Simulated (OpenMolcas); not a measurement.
**Pr²⁺ among point charges: CASSCF levels and susceptibility**

How does a field of 6 point charges split the states of Pr²⁺, and what χT follows?

Method: state-averaged CASSCF, spin-orbit coupling by RASSI with atomic mean-field integrals. Code: OpenMolcas 26.06.

## 1. Starting point

- Species: Pr²⁺ (praseodymium, Z = 59, 57 electrons)
- Basis: ANO-RCC-VTZP [8s7p5d3f2g1h], 104 functions
- Scalar Hamiltonian: DKH2, point nucleus
- Inactive shells: 1s 2s 2p 3s 3p 3d 4s 4p 4d 5s 5p
- Active space: 3 electrons in 7 orbitals (4f)
- Some configurations of this space: 4f³
- Orbitals: optimised for the highest spin of each parity, averaged over all roots

The outer shells:

4f3
```
4f [↑ ][↑ ][↑ ][  ][  ][  ][  ]
```

The ion sits among 6 point charges of -1 e arranged as a tetragonal octahedron (D4h), 3 Å from the ion, with the axial distance 3.090 Å.

The work runs as a chain of OpenMolcas steps in one folder; each step below is one input file. Labels, J, g values, rates, χT and fits are worked out afterwards by a script from the matrices that RASSI stores. The input lists half of the charges; inversion (Group=XYZ) makes the rest.

## 2. GATEWAY and SEWARD: basis and integrals

Contents of a.inp:

```
&GATEWAY
Coord
1

Pr 0.0 0.0 0.0
Basis=ANO-RCC-VTZP
Group=XYZ
NoMove
AngMom=0.0 0.0 0.0
AMFI
XField
3 Angstrom 0
3.000000 0.000000 0.000000 -1.000000
0.000000 3.000000 0.000000 -1.000000
0.000000 0.000000 3.090000 -1.000000
&SEWARD
```

Run with:

```console
$ OMP_NUM_THREADS=1 MOLCAS_MEM=2252 MOLCAS_PROJECT=a pymolcas a.inp > a.log
```

## 3. CASSCF: quartets of odd parity, 35 roots

Contents of a.inp:

```
&RASSCF
FileOrb=start.orb
Symmetry=2
Spin=4
nActEl=3 0 0
Inactive=15 12
Ras2=0 7
CIRoot=35 35 1
SDav=35
CIMx=300
Iter=120 100
PrWF=0.3
OrbListing=Nothing
MaxOrb=0
>>> COPY $Project.JobIph JOB001
```

start.orb holds the contracted functions of the basis, ordered by shell, or the orbitals of the step before.

## 4. CASSCF: doublets of odd parity, 112 roots

Contents of a.inp:

```
&RASSCF
FileOrb=start.orb
Symmetry=2
Spin=2
nActEl=3 0 0
Inactive=15 12
Ras2=0 7
CIRoot=112 112 1
SDav=112
CIMx=300
Iter=120 100
PrWF=0.3
OrbListing=Nothing
MaxOrb=0
CIOnly
>>> COPY $Project.JobIph JOB002
```

## 5. State interaction with spin-orbit coupling

Contents of a.inp:

```
&RASSI
NrOfJobIphs=2 35 96
1 2 3 4 5 6 7 8 9 10 11 12 13 14 15 16 17 18 19 20 21 22 23 24 25 26 27
28 29 30 31 32 33 34 35
1 2 3 4 5 6 7 8 9 10 11 12 13 14 15 16 17 18 19 20 21 22 23 24 25 26 27
28 29 30 31 32 33 34 35 36 37 38 39 40 41 42 43 44 45 46 47 48 49 50 51
52 53 54 55 56 57 58 59 60 61 62 63 64 65 66 67 68 69 70 71 72 73 74 75
76 77 78 79 80 81 82 83 84 85 86 87 88 89 90 91 92 93 94 95 96
IphNames
JOB001
JOB002
EJob
SpinOrbit
DIPRint=1.0
SOCoupling=1000.0
Subsets=2
Property=9
'ANGMOM' 1 'ANGMOM' 2 'ANGMOM' 3 'MLTPL  1' 1 'MLTPL  1' 2 'MLTPL  1' 3
'AMFI' 1 'AMFI' 2 'AMFI' 3
SOProperty=3
'ANGMOM' 1 'ANGMOM' 2 'ANGMOM' 3
```

Before running it: what results should come out? Wanted: spin-free ground state; first state of the same spin within the active space; lowest level; next level.

The runs gave:

```
                                            quantity                              value
                                              method                             CASSCF
                              spin-free ground state    4B1, 1-fold in its orbital part
first state of the same spin within the active space                    4E at 3.32 cm⁻¹
                                        lowest level  2-fold E1/2, g = 0.50, 3.51, 3.51
                                          next level                           9.1 cm⁻¹
                                         χT at 300 K                     1.71 cm³ K/mol
                           effective moment at 300 K                            3.70 μB
```

In words: The spin-free ground state (4B1) comes to 100 % from free-ion I terms and keeps the highest spin of the shell. The doublets rest on orbitals optimised for another spin in at least one step, which raises them against the optimised states. Not all states of the active space went into the spin-orbit step. High states of lower spin are left out of the spin-orbit mixing, and CASSCF puts spin-flip levels too high. Point charges carry no covalency, so the field is a model and not that of real ligands.
